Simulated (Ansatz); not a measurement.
# C2H7FGeO: one species, many methods

An exercise on one series of results from a longer session: the logs are not shown, and one member is left open.

Program: Ansatz 0.2.0, Gaussian basis. Level of theory: functionals in def2-TZVPP, the program's frozen cores in correlated methods. These are calculated values, not measurements.

Levels to be run: LDA (SPW92), PBE-D4, revPBE-D4, BLYP-D4, r2SCAN-D4, B97M-V, PBE0-D4, B3LYP-D4, r2SCANh-D4, r2SCAN0-D4, HSE06-D4, BHLYP-D4, CAM-B3LYP-D4, LC-ωPBE, ωB97X-V, ωB97M-V, B2PLYP, PBE-QIDH; CCSD(T)/def2-SVP; CCSD(T)/def2-TZVPP; MP2/def2-QZVPP; extrapolation to the limit; RPA on PBE.

**The geometry**

An earlier PBE0-D4 in a triple-zeta def2 set relaxation fixed the geometry.

SMILES `[CH3][Ge]([CH3])([OH])[F]`, 12 atoms, charge 0, spin multiplicity 1.

Atoms are counted from 1 here; the program's logs count them from 0.

Bond lengths: C1–Ge2 1.936 Å, C1–H6 1.091 Å, C1–H7 1.091 Å, C1–H8 1.091 Å, Ge2–C3 1.927 Å, Ge2–O4 1.771 Å, Ge2–F5 1.750 Å, C3–H9 1.090 Å, C3–H10 1.090 Å, C3–H11 1.091 Å, O4–H12 0.960 Å. Angles: Ge2–C1–H6 110.1°, Ge2–C1–H7 110.3°, Ge2–C1–H8 109.8°, H6–C1–H7 109.1°, H6–C1–H8 108.6°, H7–C1–H8 109.0°, C1–Ge2–C3 118.8°, C1–Ge2–O4 112.1°, C1–Ge2–F5 105.1°, C3–Ge2–O4 106.2°, C3–Ge2–F5 107.9°, O4–Ge2–F5 106.0°, Ge2–C3–H9 110.3°, Ge2–C3–H10 109.1°, Ge2–C3–H11 110.2°, H9–C3–H10 109.2°, H9–C3–H11 109.1°, H10–C3–H11 108.9° and more.

The first run:

File in.yaml:

```yaml
crystal:
  periodic: [false, false, false]
  atoms:
    - {symbol: C, position_ang: [-1.657347, 0.371164, -0.151219]}
    - {symbol: Ge, position_ang: [0.257415, 0.145273, -0.328115]}
    - {symbol: C, position_ang: [1.282720, -0.346777, 1.227198]}
    - {symbol: O, position_ang: [0.675518, -1.027643, -1.587421]}
    - {symbol: F, position_ang: [0.847550, 1.693015, -0.893328]}
    - {symbol: H, position_ang: [-1.877337, 1.127459, 0.603400]}
    - {symbol: H, position_ang: [-2.123923, -0.570485, 0.141327]}
    - {symbol: H, position_ang: [-2.080900, 0.696215, -1.102401]}
    - {symbol: H, position_ang: [1.152262, 0.393766, 2.016753]}
    - {symbol: H, position_ang: [2.337318, -0.399127, 0.956487]}
    - {symbol: H, position_ang: [0.963187, -1.322283, 1.596068]}
    - {symbol: H, position_ang: [0.300438, -0.815776, -2.444948]}
basis:
  gaussian: {orbitals: def2-TZVPP}
hamiltonian: {xc: lda}
output: {orbitals: {seedname: orbitals}}
```

On the command line:

```console
> ansatz run in.yaml --threads 2 --pin off --events-out ev --progress --plain --max-ram 32768MiB --backend cpu
```

Steps of the session up to this table: LDA; PBE-D4 (GGA); revPBE-D4 (GGA); BLYP-D4 (GGA); r2SCAN-D4 (meta-GGA); B97M-V (meta-GGA); PBE0-D4 (hybrid); B3LYP-D4 (hybrid); r2SCANh-D4 (hybrid); r2SCAN0-D4 (hybrid); HSE06-D4 (hybrid); BHLYP-D4 (hybrid); CAM-B3LYP-D4 (range-separated); LC-ωPBE (range-separated); ωB97X-V (range-separated); ωB97M-V (range-separated); B2PLYP (double hybrid); PBE-QIDH (double hybrid).

One table of the session follows, with a row left open; its other results are not shown here.

It belongs to the step «Orbital energies across the functionals». 

```
  functional  HOMO (eV)  LUMO (eV)  gap (eV)
 LDA (SPW92)      -7.16      -0.47      6.69
      PBE-D4      -6.98      -0.31      6.67
   revPBE-D4      -6.91      -0.22      6.69
     BLYP-D4      -6.88      -0.35      6.53
   r2SCAN-D4      -7.33       0.34      7.68
      B97M-V      -7.43      -0.11      7.32
     PBE0-D4      -8.50       0.56      9.06
    B3LYP-D4      -8.26       0.18      8.44
  r2SCANh-D4      -7.90       0.62      8.52
  r2SCAN0-D4      -8.72       1.01      9.73
    HSE06-D4      -8.10       0.19      8.28
    BHLYP-D4      -9.84       1.17     11.01
CAM-B3LYP-D4      -9.91       1.32     11.22
     LC-ωPBE          ?          ?         ?
     ωB97X-V     -10.89       2.44     13.33
     ωB97M-V     -10.77       2.02     12.79
```

**Question.** Estimate the row for LC-ωPBE.

**Answer.** HOMO (eV): -11.24; LUMO (eV): 2.68; gap (eV): 13.92. In the column «HOMO (eV)» it is the lowest.
